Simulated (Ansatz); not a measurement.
# SrLiH3, space group Pm-3m: cell relaxations under several functionals

Program: Ansatz 0.2.0, Python API.

Run as a notebook:

In [1]:
```python
import ansatz as az
import numpy as np

def edges_and_angles(cell):
    cell = np.asarray(cell)
    a, b, c = np.linalg.norm(cell, axis=1)
    cosines = cell[1] @ cell[2] / (b * c), cell[0] @ cell[2] / (a * c), cell[0] @ cell[1] / (a * b)
    return (a, b, c, *np.degrees(np.arccos(cosines)))
```

In [2]:
```python
cell = (
    az.Lattice.cubic(4.630791)
    .space_group(221)
    .atom("Li", [0.0, 0.0, 0.0])
    .atom("Sr", [0.5, 0.5, 0.5])
    .atom("H", [0.0, 0.5, 0.5])
)
```

In [3]:
```python
len(cell.resolved().sites)
```
Out [3]:
```text
5
```

In [4]:
```python
calc = cell.calculation()
calc = calc.kpoints(mesh=(4, 4, 4)).occupations("Fixed")
calc = calc.relax(cell=True, force_tolerance=0.02)
```

In [5]:
```python
levels = [("r2scan", "rvv10"), ("revpbe", "d3bj"), ("pbe", "none"), ("r2scan", "none")]
print("level            a       b       c    alpha   beta  gamma  V/atom  steps")
for name, dispersion in levels:
    seen = []
    run = calc.functional(name, dispersion=dispersion).session().plan()
    outcome = run.execute(on_event=lambda e: seen.append(e) if e["event"] == "relax_step" else None)
    cell = outcome.lattice.cell_ang
    label = name if dispersion == "none" else f"{name}+{dispersion}"
    print("{:13s} {:7.4f} {:7.4f} {:7.4f} {:6.2f} {:6.2f} {:6.2f}".format(label, *edges_and_angles(cell)), f"{abs(np.linalg.det(cell)) / len(outcome.lattice.sites):7.3f} {len(seen):5d}")
```
```text
level            a       b       c    alpha   beta  gamma  V/atom  steps
DeckWarning: basis.ecutwfc = 500 eV, auto-derived from the records' recommended cutoffs: set by Li (their level for a meta-GGA)
r2scan+rvv10   4.6404  4.6404  4.6404  90.00  90.00  90.00  19.985     3
DeckWarning: basis.ecutwfc = 420 eV, auto-derived from the records' recommended cutoffs: set by Li (normal level)
revpbe+d3bj    4.5931  4.5931  4.5931  90.00  90.00  90.00  19.380     4
pbe            4.6422  4.6422  4.6422  90.00  90.00  90.00  20.008     3
r2scan         4.6538  4.6538  4.6538  90.00  90.00  90.00  20.159     3
```

From smallest to largest: revPBE+D3BJ (19.38 Å³ an atom, -2.4 % against the start), r2SCAN+RVV10 (19.98 Å³ an atom, +0.6 % against the start), PBE (20.01 Å³ an atom, +0.7 % against the start) and r2SCAN (20.16 Å³ an atom, +1.5 % against the start). The spread is 4.0 % in volume.

Reading the output:
- Forces vanish by symmetry, so the ions can't move, and the end may be a saddle.
- This cell is a computed structure, which may not be the phase found in nature.
- Warnings are shown shortened and without file and line.
- The whole script took 27 s on 1 thread of Arm Neoverse V2 (shared host), peak memory 0.68 GiB.

(Lines on the test bed's own set-up are left out of the output.)
